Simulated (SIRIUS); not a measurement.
Crystal: B2Pd3.

```xyz
5
Lattice="4.0820 0.0000 0.0000 0.0000 4.0820 0.0000 0.0000 0.0000 4.0820" Properties=species:S:1:pos:R:3 pbc="T T T"
B     0.0000    0.0000    0.0000
B     2.0410    2.0410    2.0410
Pd    0.0000    2.0410    2.0410
Pd    2.0410    0.0000    2.0410
Pd    2.0410    2.0410    0.0000
```

The cell was built by a generator and needn't be a form met in nature.

Base run:

- Program: SIRIUS 7.10.0
- Functional: PBE
- Potentials or basis: SPMS 1.0 PBE (norm-conserving)
- Cutoff: 1127 eV
- Density cutoff: 4507 eV
- k mesh: 5 × 5 × 5
- Occupations: fermi-dirac, width 0.05 eV
- Spin: no spin polarisation

Its results: band gap on the k mesh none (metal or under the smearing width); pressure 0.6 GPa.

Task: The run is repeated on the same cell with these changes: potentials or basis from SPMS 1.0 PBE (norm-conserving) to SG15 1.2 PBE (norm-conserving). What comes out?

Result: Band gap on the k mesh none (metal or under the smearing width); pressure -0.1 GPa.
